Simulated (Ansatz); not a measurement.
**C₂H₇NOSi: one species, many methods**

Aim: compute C₂H₇NOSi with functionals from several rungs and with coupled cluster. The yardstick is the atomisation energy at the CCSD(T) limit.

Method: functionals in def2-TZVPP, the program's frozen cores in correlated methods; program: Ansatz 0.2.0, Gaussian basis.

The runs, in order: LDA (SPW92), PBE-D4, revPBE-D4, BLYP-D4, r2SCAN-D4, B97M-V, PBE0-D4, B3LYP-D4, r2SCANh-D4, r2SCAN0-D4, HSE06-D4, BHLYP-D4, CAM-B3LYP-D4, LC-ωPBE, ωB97X-V, ωB97M-V, B2PLYP, PBE-QIDH; CCSD(T)/def2-SVP; CCSD(T)/def2-TZVPP; MP2/def2-QZVPP; extrapolation to the limit; RPA on PBE.

### 1 The relaxed structure

All runs share one geometry, relaxed beforehand with PBE0-D4 in a triple-zeta def2 set.

SMILES `C1CO[SiH2]N1`, 12 atoms, charge 0, spin multiplicity 1.

Atoms are counted from 1 here; the program's logs count them from 0.

Bond lengths: C1–C2 1.527 Å, C1–N5 1.457 Å, C1–H6 1.095 Å, C1–H7 1.100 Å, C2–O3 1.422 Å, C2–H8 1.097 Å, C2–H9 1.092 Å, O3–Si4 1.654 Å, Si4–N5 1.721 Å, Si4–H10 1.490 Å, Si4–H11 1.486 Å, N5–H12 1.005 Å. Angles: C2–C1–N5 104.5°, C2–C1–H6 110.1°, C2–C1–H7 110.0°, N5–C1–H6 111.6°, N5–C1–H7 112.7°, H6–C1–H7 107.9°, C1–C2–O3 108.3°, C1–C2–H8 110.1°, C1–C2–H9 111.8°, O3–C2–H8 109.3°, O3–C2–H9 108.7°, H8–C2–H9 108.7°, C2–O3–Si4 110.4°, O3–Si4–N5 95.6°, O3–Si4–H10 109.7°, O3–Si4–H11 113.4°, N5–Si4–H10 117.1°, N5–Si4–H11 112.9° and more.

### 2 LDA

This LDA is Slater exchange with PW92 correlation.

in.yaml reads:

```yaml
crystal:
  periodic: [false, false, false]
  atoms:
    - {symbol: C, position_ang: [-0.671598, 0.809413, 0.399543]}
    - {symbol: C, position_ang: [-0.115119, -0.327718, 1.252597]}
    - {symbol: O, position_ang: [1.022939, -0.866526, 0.590880]}
    - {symbol: Si, position_ang: [0.892237, -0.657229, -1.044970]}
    - {symbol: N, position_ang: [-0.497641, 0.354776, -0.973290]}
    - {symbol: H, position_ang: [-1.727144, 0.976479, 0.637146]}
    - {symbol: H, position_ang: [-0.125391, 1.740313, 0.610269]}
    - {symbol: H, position_ang: [-0.871154, -1.112904, 1.371893]}
    - {symbol: H, position_ang: [0.187320, 0.019463, 2.242785]}
    - {symbol: H, position_ang: [2.145302, -0.051533, -1.575911]}
    - {symbol: H, position_ang: [0.649734, -1.923087, -1.785445]}
    - {symbol: H, position_ang: [-0.812484, 0.983354, -1.691500]}
basis:
  gaussian: {orbitals: def2-TZVPP}
hamiltonian: {xc: lda}
output: {orbitals: {seedname: orbitals}}
```

Further steps of the session: PBE-D4 (GGA); revPBE-D4 (GGA); BLYP-D4 (GGA); r2SCAN-D4 (meta-GGA); B97M-V (meta-GGA); PBE0-D4 (hybrid); B3LYP-D4 (hybrid); r2SCANh-D4 (hybrid); r2SCAN0-D4 (hybrid); HSE06-D4 (hybrid); BHLYP-D4 (hybrid); CAM-B3LYP-D4 (range-separated); LC-ωPBE (range-separated); ωB97X-V (range-separated); ωB97M-V (range-separated); B2PLYP (double hybrid); PBE-QIDH (double hybrid); CCSD(T) in def2-SVP; CCSD(T) in def2-TZVPP; MP2 in def2-QZVPP; RPA on PBE orbitals.

**Question.** What will the summary of the whole plan be? Wanted: atomisation energy, CCSD(T)/CBS; farthest beyond LDA; mean size of error, GGA; mean size of error, meta-GGA; mean size of error, hybrid; mean size of error, range-separated; mean size of error, double hybrid; gap, smallest and largest; T1 diagnostic.

As calculated:

```
                               quantity                                                                               value
        atomisation energy, CCSD(T)/CBS                                                                       4599.2 kJ/mol
 functionals within 23.0 kJ/mol (0.5 %)  BLYP-D4, r2SCAN-D4, B97M-V, PBE0-D4, B3LYP-D4, HSE06-D4, LC-ωPBE, ωB97X-V, ωB97M-V
                    farthest beyond LDA                                                            BHLYP-D4 (-133.8 kJ/mol)
                mean size of error, GGA                                                                         42.5 kJ/mol
           mean size of error, meta-GGA                                                                          7.2 kJ/mol
             mean size of error, hybrid                                                                         42.0 kJ/mol
    mean size of error, range-separated                                                                         17.7 kJ/mol
      mean size of error, double hybrid                                                                         44.9 kJ/mol
              gap, smallest and largest                                           4.97 eV (LDA (SPW92)), 12.31 eV (LC-ωPBE)
                          T1 diagnostic                                                                              0.0108
triples share of the correlation energy                                                                               3.8 %
```

What this shows: LDA overbinds by 669.9 kJ/mol (15 %). PBE-D4 misses by +75.2 kJ/mol. Double hybrids carry the basis error of their MP2 part in triple zeta, and no dispersion term here, so their miss is partly the set-up's. The rungs meta-GGA, range-separated miss on average by less than the doubt on the reference (23.0 kJ/mol), so they tie. The reference freezes the cores and leaves out relativity and excitations past (T), so misses under about 23.0 kJ/mol can't be ranked. Hartree-Fock recovers 72 % of the binding; the rest is correlation. CCSD(T) in def2-SVP is off by -291.6 kJ/mol, which most functionals beat. Orbital gaps span 5.0 to 12.3 eV; exact exchange widens them.
